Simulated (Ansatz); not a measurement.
# PtP (wurtzite): how the settings move a single-point run

How sensitive is a single-point run of PtP (wurtzite) to its settings? A reference run comes first, then three runs with altered input.

Computed with Ansatz 0.2.0 (reference: DFT PBEsol, scalar-relativistic, plane waves, PAW, unless a step's input says otherwise).

3 further runs of the same task are left out: 2 that didn't finish, 1 set aside as unsound or not needed.

### Step 1. The structure to begin with

It takes space group P6_3mc (No. 186, hexagonal). Conventional cell: a = 3.586 Å, b = 3.586 Å, c = 6.617 Å, α = 90.00°, β = 90.00°, γ = 120.00°. Around Pt (site symmetry 3m) lie 4 P at 2.29 to 2.34 Å. Around P (site symmetry 3m) lie 4 Pt at 2.29 to 2.34 Å.

Structure file:

```
CELL_PARAMETERS angstrom
3.58556 0.00000 0.00000
-1.79278 3.10519 0.00000
0.00000 0.00000 6.61722
ATOMIC_POSITIONS crystal
Pt 0.66667 0.33333 0.98950
Pt 0.33333 0.66667 0.48950
P 0.66667 0.33333 0.63570
P 0.33333 0.66667 0.13570
```

### Step 2. Reference

File input.yaml:

```yaml
crystal:
  lattice:
    - [3.5855600992, 0.0, 0.0]
    - [-1.7927800496, 3.1051861327, 0.0]
    - [0.0, 0.0, 6.6172196563]
  atoms:
    - { symbol: Pt, position: [0.6666666667, 0.3333333333, -0.0105000274] }
    - { symbol: Pt, position: [0.3333333333, 0.6666666667, 0.4894999726] }
    - { symbol: P, position: [0.6666666667, 0.3333333333, 0.6357000274] }
    - { symbol: P, position: [0.3333333333, 0.6666666667, 0.1357000274] }
basis:
  ecutwfc: 420
  ecutrho_ratio: 4
kpoints:
  mp_grid: { grid: [10, 10, 6] }
  band_path:
    path:
      - [[0.0, 0.0, 0.0], [0.5, 0.0, 0.0], [0.33333333, 0.33333333, 0.0], [0.0, 0.0, 0.0], [0.0, 0.0, 0.5], [0.5, 0.0, 0.5], [0.33333333, 0.33333333, 0.5], [0.0, 0.0, 0.5]]
      - [[0.5, 0.0, 0.5], [0.5, 0.0, 0.0]]
      - [[0.33333333, 0.33333333, 0.5], [0.33333333, 0.33333333, 0.0]]
    npoints: 14
hamiltonian:
  xc: pbesol
scf:
  occupations: { method: gaussian, width: 0.05 }
  n_extra_bands: 16
output:
  forces: true
  stress: true
  eigenvalues: true
  populations: true
  dos: { projected: true, de: 0.02, nscf_kmesh: { grid: [15, 15, 9] } }
  bader: false
  write_density: true
  write_potential: true
  elf: true
  volumetric_format: npy
```

Command:

```sh
> ansatz run input.yaml --threads 4 --pin off --max-ram 4096MiB --backend cpu --events-out ev --progress --plain --runs-dir out
```

### Step 3. Changing settings: preconditioner kerker, scf.algorithm density_mixing

File input.yaml:

```yaml
crystal:
  lattice:
    - [3.585560099198, 0.0, 0.0]
    - [-1.792780049599, 3.105186132702, 0.0]
    - [0.0, 0.0, 6.6172196563]
  atoms:
    - { symbol: Pt, position: [0.6666666666667, 0.3333333333333, -0.0105000274] }
    - { symbol: Pt, position: [0.3333333333333, 0.6666666666667, 0.4894999726] }
    - { symbol: P, position: [0.6666666666667, 0.3333333333333, 0.6357000274] }
    - { symbol: P, position: [0.3333333333333, 0.6666666666667, 0.1357000274] }
basis:
  ecutwfc: 420
  ecutrho_ratio: 4
kpoints:
  mp_grid: { grid: [10, 10, 6] }
hamiltonian:
  xc: pbesol
scf:
  occupations: { method: gaussian, width: 0.05 }
  mixing: { preconditioner: kerker }
  algorithm: density_mixing
output:
  forces: true
  stress: true
```

### Step 4. Changed: ecutrho_ratio 8, occupations.method tetrahedron, width left out

File input.yaml:

```yaml
crystal:
  lattice:
    - [3.585560099198, 0.0, 0.0]
    - [-1.792780049599, 3.105186132702, 0.0]
    - [0.0, 0.0, 6.6172196563]
  atoms:
    - { symbol: Pt, position: [0.6666666666667, 0.3333333333333, -0.0105000274] }
    - { symbol: Pt, position: [0.3333333333333, 0.6666666666667, 0.4894999726] }
    - { symbol: P, position: [0.6666666666667, 0.3333333333333, 0.6357000274] }
    - { symbol: P, position: [0.3333333333333, 0.6666666666667, 0.1357000274] }
basis:
  ecutwfc: 420
  ecutrho_ratio: 8
kpoints:
  mp_grid: { grid: [10, 10, 6] }
hamiltonian:
  xc: pbesol
scf:
  occupations: { method: tetrahedron }
output:
  forces: true
  stress: true
  write_density: true
  write_potential: true
  elf: true
  volumetric_format: npy
```

### Step 5. Changed: basis.precision f64, occupations.method tetrahedron_uncorrected, eigensolver.kind davidson, width left out

File input.yaml:

```yaml
crystal:
  lattice:
    - [3.585560099198, 0.0, 0.0]
    - [-1.792780049599, 3.105186132702, 0.0]
    - [0.0, 0.0, 6.6172196563]
  atoms:
    - { symbol: Pt, position: [0.6666666666667, 0.3333333333333, -0.0105000274] }
    - { symbol: Pt, position: [0.3333333333333, 0.6666666666667, 0.4894999726] }
    - { symbol: P, position: [0.6666666666667, 0.3333333333333, 0.6357000274] }
    - { symbol: P, position: [0.3333333333333, 0.6666666666667, 0.1357000274] }
basis:
  ecutwfc: 420
  ecutrho_ratio: 4
  precision: f64
kpoints:
  mp_grid: { grid: [10, 10, 6] }
hamiltonian:
  xc: pbesol
scf:
  occupations: { method: tetrahedron_uncorrected }
  eigensolver: { kind: davidson }
output:
  forces: true
  stress: true
  write_density: true
  write_potential: true
  elf: true
  volumetric_format: npy
```

Q: Predict the outcome of this session. Wanted: for each run, ending; energy change; pressure; gap; force.

As calculated:

| run | ending | energy change | pressure (GPa) | gap (eV) | force (eV/Å) | cycles | time |
| --- | --- | --- | --- | --- | --- | --- | --- |
| reference | converged | 0 | 0.0 | 0.00 | 0.00 | 6 | 31 s |
| 1: preconditioner kerker, scf.algorithm density_mixing | converged | 0.0 meV/atom | 0.0 | 0.00 | 0.00 | 7 | 4.2 s |
| 2: ecutrho_ratio 8, occupations.method tetrahedron, width left out | converged | +2.7 meV/atom (σ→0) | 0.2 | 0.00 | 0.05 | 7 | 5.5 s |
| 3: basis.precision f64, occupations.method tetrahedron_uncorrected, eigensolver.kind davidson, width left out | converged | +30.1 meV/atom (σ→0) | 0.4 | 0.00 | 0.09 | 7 | 7.7 s |

Times don't compare one to one where runs were asked for different outputs or read a saved state (see the inputs); cycles may leave out searches for a lower state.

Residual by cycle in the longest SCF loop of each run; runs are numbered as in the table. The quantity is the density residual dr2, in eV.

```
cycle  reference    run 1    run 2    run 3
    1     0.0175    0.019   0.0179   0.0177
    2    0.00515  0.00609  0.00599  0.00567
    3     1.8e-4   6.4e-4   5.5e-4   6.6e-4
    4     3.6e-5   7.5e-5   7.5e-5   8.1e-5
    5     1.5e-6   2.8e-6   2.9e-6   2.7e-6
    6     3.9e-8   2.6e-7   3.0e-7   2.7e-7
    7          -   3.0e-8   3.2e-8   2.9e-8
```

The pressure spans 0.0 to 0.4 GPa over the reference and the converged variants.
